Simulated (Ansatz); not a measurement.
# FeI2: the cost of one run

Computed with Ansatz 0.2.0 (DFT LDA+U (U = 7 eV, J = 0.7 eV on Fe d), plane waves, PAW, unless a step's input says otherwise).

4 further runs of the same task are left out: 4 that didn't finish.

### 1 The structure to begin with

The structure is cubic, space group Fm-3m (No. 225). The conventional cell has a = 7.142 Å, b = 7.142 Å, c = 7.142 Å, α = 90.00°, β = 90.00°, γ = 90.00°. Fe (site symmetry m-3m) has 8 I at 3.09 Å as nearest neighbours. Around I (site symmetry -43m) lie 4 Fe at 3.09 Å.

Coordinates:

```xyz
6
Lattice="0.0000 3.5712 3.5712 3.5712 0.0000 3.5712 7.1423 7.1423 0.0000" Properties=species:S:1:pos:R:3 pbc="T T T"
Fe    0.0000    0.0000    0.0000
I     1.7856    1.7856    1.7856
I     5.3568    5.3568    5.3568
Fe    3.5712    3.5712    0.0000
I     5.3568    5.3568    1.7856
I     8.9279    8.9279    5.3568
```

### 2 Ferromagnetic start, free, symmetry kept, no search

File input.yaml:

```yaml
crystal:
  lattice:
    - [0.0, 3.57117409, 3.57117409]
    - [3.57117409, 0.0, 3.57117409]
    - [7.14234818, 7.14234818, 0.0]
  atoms:
    - { symbol: Fe, position: [0.0, 0.0, 0.0], spin: 4.0 }
    - { symbol: I, position: [0.25, 0.25, 0.125] }
    - { symbol: I, position: [0.75, 0.75, 0.375] }
    - { symbol: Fe, position: [0.0, 0.0, 0.5], spin: 4.0 }
    - { symbol: I, position: [0.25, 0.25, 0.625] }
    - { symbol: I, position: [0.75, 0.75, 0.875] }
basis:
  ecutwfc: 420
  ecutrho_ratio: 4
kpoints:
  mp_grid: { grid: [5, 5, 5] }
hamiltonian:
  xc: lda
  hubbard:
    sites:
      - { site: 0, l: d, u: 7.0, j: 0.7 }
      - { site: 3, l: d, u: 7.0, j: 0.7 }
scf:
  occupations: { method: gaussian, width: 0.05 }
  lower_state_search: "off"
  max_iter: 150
output:
  forces: true
  stress: true
  eigenvalues: true
  populations: true
  hubbard: { sites: [{ site: 0, l: d }, { site: 3, l: d }] }
magnetization:
  spin_polarized: true
```

Launch:

```sh
$ ansatz run input.yaml --threads 4 --pin off --max-ram 6144MiB --backend cpu --events-out ev --progress --plain --runs-dir out
```

Q: Estimate wall time and peak memory on 4 threads of Arm Neoverse N1, shared host.

About 32 s, with a peak of 0.87 GiB.
